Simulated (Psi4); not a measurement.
# InH2 (SMILES [InH2]): UM06-2X/def2-QZVPP (core potential, sweep point 6)

What is the vertical doublet–quartet gap of InH2 at UM06-2X/def2-QZVPP (core potential, sweep point 6)? 

Program for the calculation: Psi4 1.11.

### 1 The structure to begin with

InH2: 3 atoms, total charge 0, spin state doublet. SMILES: `[InH2]`. The coordinates come from a PBE0-D4/def2-TZVP relaxation.

Bond lengths: In1–H2 1.758 Å, In1–H3 1.758 Å. Angles: H2–In1–H3 120.6°.

### 2 A single-point energy at UM06-2X/def2-QZVPP (core potential, sweep point 6)

Input file h2in.py:

```python
import psi4

psi4.set_memory(1600000000)
psi4.set_num_threads(1)
psi4.core.set_output_file('h2in.out', False)

molecule = psi4.geometry("""
0 2
In     0.72678867    -0.80388949     0.28308097
H      1.30636767     2.39125944     0.98568115
H     -2.05394332    -1.70982420    -1.29389548
units bohr
symmetry c1
""")

psi4.set_options({
    'reference': 'uks',
    'puream': True,
    'scf_type': 'pk',
    'dft_radial_points': 99,
    'dft_spherical_points': 590,
    'maxiter': 150,
})

E, wfn = psi4.energy("m06-2x/def2-QZVPP", return_wfn=True)
print('E =', round(E, 9))
for k, v in sorted(psi4.core.scalar_variables().items()):
    print(f'{k:45s} {v:18.10f}')
```

Started as:

```sh
python h2in.py
```

h2in.out:

```text
[...]
    !!!  WARNING: ECP capability is in beta. Please check occupations closely.  !!!
[...]
  Running in c1 symmetry.
[...]
  Nuclear repulsion =   12.814194973493310
[...]
  Multiplicity = 2
[...]
  Nalpha       = 12
  Nbeta        = 11
[...]
    Number of basis functions: 142
[...]
   @UKS iter   1:  -191.10046940065570   -8.15591e-01   3.45460e-03 ADIIS/DIIS
[...]
   @UKS iter   8:  -191.19835937637086   -8.62912e-08   5.19648e-07 DIIS
[...]
   @S^2 Observed:                7.547868814E-01
[...]
    Orbital Energies [Eh]
    ---------------------
    Alpha Occupied:
       1A     -4.881281     2A     -3.261657     3A     -3.254659
       4A     -3.250910     5A     -0.882044     6A     -0.877595
       7A     -0.875008     8A     -0.873638     9A     -0.870175
      10A     -0.468202    11A     -0.347761    12A     -0.234850
    Alpha Virtual:
      13A     -0.051317    14A      0.032937    15A      0.036841
      16A      0.051023    17A      0.062053    18A      0.076078
      19A      0.089872    20A      0.129693    21A      0.134324
      22A      0.134708    23A      0.208873    24A      0.232942
      25A      0.270552    26A      0.278336    27A      0.345239
[...]
  @UKS Final Energy:  -191.19835937637086
   => Energetics <=
    Nuclear Repulsion Energy =             12.8141949734933096
    One-Electron Energy =                -361.2970479075793264
    Two-Electron Energy =                 165.7392896460737290
    DFT Exchange-Correlation Energy =      -8.4547960883586022
    Empirical Dispersion Energy =           0.0000000000000000
    VV10 Nonlocal Energy =                  0.0000000000000000
    Total Energy =                       -191.1983593763708598
[...]
 Multipole Moments:
 ------------------------------------------------------------------------------------
     Multipole            Electronic (a.u.)      Nuclear  (a.u.)        Total (a.u.)
 ------------------------------------------------------------------------------------
 L = 1.  Multiply by 2.5417464519 to convert [e a0] to [Debye]
 Dipole X            :          2.0385436           -1.8881271            0.1504164
 Dipole Y            :         -1.9934189            1.8464449           -0.1469739
 Dipole Z            :          0.0000027           -0.0000000            0.0000027
 Magnitude           :                                                    0.2103009
[...]
```

The script printed:

```text
E = -191.198359376
CURRENT ENERGY                                   -191.1983593764
CURRENT REFERENCE ENERGY                         -191.1983593764
DD SOLVATION ENERGY                                 0.0000000000
DFT FUNCTIONAL TOTAL ENERGY                      -191.1983593764
DFT TOTAL ENERGY                                 -191.1983593764
DFT VV10 ENERGY                                     0.0000000000
DFT XC ENERGY                                      -8.4547960884
GRID ELECTRONS ALPHA                               11.9999998653
GRID ELECTRONS BETA                                10.9999998301
GRID ELECTRONS TOTAL                               22.9999996953
NUCLEAR REPULSION ENERGY                           12.8141949735
ONE-ELECTRON ENERGY                              -361.2970479076
PCM POLARIZATION ENERGY                             0.0000000000
PE ENERGY                                           0.0000000000
SCF ITERATION ENERGY                             -191.1983593764
SCF ITERATIONS                                      8.0000000000
SCF TOTAL ENERGY                                 -191.1983593764
TWO-ELECTRON ENERGY                               165.7392896461
XC GRID RADIAL POINTS                              99.0000000000
XC GRID SPHERICAL POINTS                          590.0000000000
XC GRID TOTAL POINTS                           169071.0000000000
```

Run time: 61 s. Hardware: 1 thread of Intel Xeon Platinum 8259CL at 2.50GHz (Skylake/Cascade Lake), shared host; peak memory 1.2 GiB.

### 3 The quartet

Input file calc.py:

```python
import psi4

psi4.set_memory('1600 MB')
psi4.set_num_threads(1)
psi4.core.set_output_file('h2in.out', False)

mol = psi4.geometry("""
0 4
In     0.72678867    -0.80388949     0.28308097
H      1.30636767     2.39125944     0.98568115
H     -2.05394332    -1.70982420    -1.29389548
units bohr
symmetry c1
""")

psi4.set_options({
    'reference': 'uks',
    'puream': True,
    'scf_type': 'pk',
    'dft_radial_points': 99,
    'dft_spherical_points': 590,
    'maxiter': 150,
})

result = psi4.energy('m06-2x/def2-QZVPP', molecule=mol)
print(f'm06-2x/def2-QZVPP energy: {result:.10f} Eh')
for k, v in sorted(psi4.core.scalar_variables().items()):
    print(f'{k:45s} {v:18.10f}')
```

Started as:

```sh
python calc.py
```

h2in.out:

```text
[...]
    !!!  WARNING: ECP capability is in beta. Please check occupations closely.  !!!
[...]
  Running in c1 symmetry.
[...]
  Nuclear repulsion =   12.814194973493310
[...]
  Multiplicity = 4
[...]
  Nalpha       = 13
  Nbeta        = 10
[...]
    Number of basis functions: 142
[...]
   @UKS iter   1:  -190.94398512155291   -6.59107e-01   3.53849e-03 DIIS/ADIIS
[...]
   @UKS iter  10:  -191.04520110016441   -8.44120e-08   7.71376e-07 DIIS
[...]
   @S^2 Observed:                3.766461476E+00
[...]
    Orbital Energies [Eh]
    ---------------------
    Alpha Occupied:
       1A     -4.885894     2A     -3.263559     3A     -3.260325
       4A     -3.256064     5A     -0.891304     6A     -0.888028
       7A     -0.877162     8A     -0.875600     9A     -0.874242
      10A     -0.539116    11A     -0.446278    12A     -0.269128
      13A     -0.177519
    Alpha Virtual:
      14A      0.019796    15A      0.031441    16A      0.056007
      17A      0.068554    18A      0.070666    19A      0.073685
      20A      0.118966    21A      0.132275    22A      0.132429
      23A      0.205704    24A      0.230883    25A      0.255755
[...]
  @UKS Final Energy:  -191.04520110016441
   => Energetics <=
    Nuclear Repulsion Energy =             12.8141949734933096
    One-Electron Energy =                -360.9351699757189635
    Two-Electron Energy =                 165.5008189753633872
    DFT Exchange-Correlation Energy =      -8.4250450733021456
    Empirical Dispersion Energy =           0.0000000000000000
    VV10 Nonlocal Energy =                  0.0000000000000000
    Total Energy =                       -191.0452011001644053
[...]
 Multipole Moments:
 ------------------------------------------------------------------------------------
     Multipole            Electronic (a.u.)      Nuclear  (a.u.)        Total (a.u.)
 ------------------------------------------------------------------------------------
 L = 1.  Multiply by 2.5417464519 to convert [e a0] to [Debye]
 Dipole X            :          1.6368352           -1.8881271           -0.2512919
 Dipole Y            :         -1.6013163            1.8464449            0.2451287
 Dipole Z            :          0.0000000           -0.0000000            0.0000000
 Magnitude           :                                                    0.3510494
[...]
```

On the terminal:

```text
m06-2x/def2-QZVPP energy: -191.0452011002 Eh
CURRENT ENERGY                                   -191.0452011002
CURRENT REFERENCE ENERGY                         -191.0452011002
DD SOLVATION ENERGY                                 0.0000000000
DFT FUNCTIONAL TOTAL ENERGY                      -191.0452011002
DFT TOTAL ENERGY                                 -191.0452011002
DFT VV10 ENERGY                                     0.0000000000
DFT XC ENERGY                                      -8.4250450733
GRID ELECTRONS ALPHA                               13.0000002950
GRID ELECTRONS BETA                                 9.9999999335
GRID ELECTRONS TOTAL                               23.0000002285
NUCLEAR REPULSION ENERGY                           12.8141949735
ONE-ELECTRON ENERGY                              -360.9351699757
PCM POLARIZATION ENERGY                             0.0000000000
PE ENERGY                                           0.0000000000
SCF ITERATION ENERGY                             -191.0452011002
SCF ITERATIONS                                     10.0000000000
SCF TOTAL ENERGY                                 -191.0452011002
TWO-ELECTRON ENERGY                               165.5008189754
XC GRID RADIAL POINTS                              99.0000000000
XC GRID SPHERICAL POINTS                          590.0000000000
XC GRID TOTAL POINTS                           169071.0000000000
```

Wall time 69 s (1 thread of Intel Xeon Platinum 8259CL at 2.50GHz (Skylake/Cascade Lake), shared host); peak memory 1.2 GiB.

### 4 What came out

Level: UM06-2X/def2-QZVPP (core potential, sweep point 6).

```
                                        quantity          value
                           doublet: total energy  -191.19836 Eh
                          doublet: dipole moment         0.53 D
     doublet: HOMO energy (highest over α and β)       -6.39 eV
      doublet: LUMO energy (lowest over α and β)       -2.76 eV
                                   doublet: ⟨S²⟩          0.755
                           quartet: total energy  -191.04520 Eh
                          quartet: dipole moment         0.89 D
     quartet: HOMO energy (highest over α and β)       -4.83 eV
                                   quartet: ⟨S²⟩          3.766
vertical energy of the quartet above the doublet       4.168 eV
```

In words: At this shape the quartet lies 4.17 eV (402 kJ/mol) above the doublet.
